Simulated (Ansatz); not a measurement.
# C₂H₇AlSSi: a ladder of functionals and wavefunction methods

The task here is to estimate one member of a computed series from the others.

Method: functionals in def2-TZVPP, the program's frozen cores in correlated methods; program: Ansatz 0.2.0, Gaussian basis.

Levels to be run: PBE-D4, r2SCAN-D4, PBE0-D4, B3LYP-D4, ωB97X-V, ωB97M-V, B2PLYP; CCSD(T)/def2-TZVPP; MP2/def2-QZVPP; extrapolation to the limit.

## The relaxed structure

An earlier PBE0-D4 in a triple-zeta def2 set relaxation fixed the geometry.

SMILES `C[SiH]1[CH2][Al]1[SH]`, 12 atoms, charge 0, spin multiplicity 1.

Atoms are counted from 1 here; the program's logs count them from 0.

Bond lengths: C1–Si2 1.873 Å, C1–H6 1.092 Å, C1–H7 1.094 Å, C1–H8 1.091 Å, Si2–C3 1.922 Å, Si2–Al4 2.323 Å, Si2–H9 1.492 Å, C3–Al4 1.949 Å, C3–H10 1.100 Å, C3–H11 1.089 Å, Al4–S5 2.178 Å, S5–H12 1.345 Å. Angles: Si2–C1–H6 110.7°, Si2–C1–H7 110.2°, Si2–C1–H8 111.0°, H6–C1–H7 108.3°, H6–C1–H8 108.2°, H7–C1–H8 108.5°, C1–Si2–C3 119.7°, C1–Si2–Al4 134.4°, C1–Si2–H9 110.5°, C3–Si2–Al4 53.7°, C3–Si2–H9 110.3°, Al4–Si2–H9 113.4°, Si2–C3–Al4 73.8°, Si2–C3–H10 110.2°, Si2–C3–H11 120.3°, Al4–C3–H10 106.5°, Al4–C3–H11 132.2°, H10–C3–H11 109.1° and more.

The first run:

Contents of in.yaml:

```yaml
crystal:
  periodic: [false, false, false]
  atoms:
    - {symbol: C, position_ang: [-1.226887, -1.587634, 0.884288]}
    - {symbol: Si, position_ang: [0.151733, -0.329761, 0.725411]}
    - {symbol: C, position_ang: [1.143526, -0.206382, -0.916038]}
    - {symbol: Al, position_ang: [0.467535, 1.585153, -0.551912]}
    - {symbol: S, position_ang: [0.575159, 3.566464, -1.450312]}
    - {symbol: H, position_ang: [-1.812143, -1.406573, 1.788793]}
    - {symbol: H, position_ang: [-0.811152, -2.597722, 0.940950]}
    - {symbol: H, position_ang: [-1.900861, -1.538433, 0.027244]}
    - {symbol: H, position_ang: [1.082942, -0.426449, 1.887106]}
    - {symbol: H, position_ang: [0.546490, -0.602412, -1.750883]}
    - {symbol: H, position_ang: [2.153728, -0.608606, -0.979183]}
    - {symbol: H, position_ang: [-0.293070, 4.097155, -0.571465]}
basis:
  gaussian: {orbitals: def2-TZVPP}
hamiltonian: {xc: pbe, dispersion: d4}
output: {forces: true, orbitals: {seedname: orbitals}}
```

The run is started by

```sh
ansatz run in.yaml --threads 4 --pin off --events-out ev --progress --plain --max-ram 10444MiB
```

Among the steps run: PBE-D4 (GGA); r2SCAN-D4 (meta-GGA); PBE0-D4 (hybrid); B3LYP-D4 (hybrid); ωB97X-V (range-separated); ωB97M-V (range-separated); B2PLYP (double hybrid); CCSD(T) in def2-TZVPP; MP2 in def2-QZVPP.

One of the session's tables, all rows but one given; the rest of the session is left out.

```
            method  atomisation energy (kJ/mol)
            PBE-D4                       4129.4
         r2SCAN-D4                            ?
           PBE0-D4                       4089.4
          B3LYP-D4                       4058.9
           ωB97X-V                       4098.1
           ωB97M-V                       4091.9
            B2PLYP                       4015.8
     HF/def2-TZVPP                       3012.6
    MP2/def2-TZVPP                       4009.1
   CCSD/def2-TZVPP                       3912.0
CCSD(T)/def2-TZVPP                       3972.7
           MP2/CBS                       4115.0
       CCSD(T)/CBS                       4078.6
```

**Question.** Estimate the row for r2SCAN-D4.

The run gave: atomisation energy (kJ/mol): 4108.9. In the column «atomisation energy (kJ/mol)» it lies between ωB97X-V (4098.1) and MP2/CBS (4115.0).

Limits of these values: Free atoms (2 C, 1 Si, 1 Al, 1 S, 7 H) were run apart at each level; the atomisation energy is their sum less the molecule, without zero-point or spin-orbit terms.
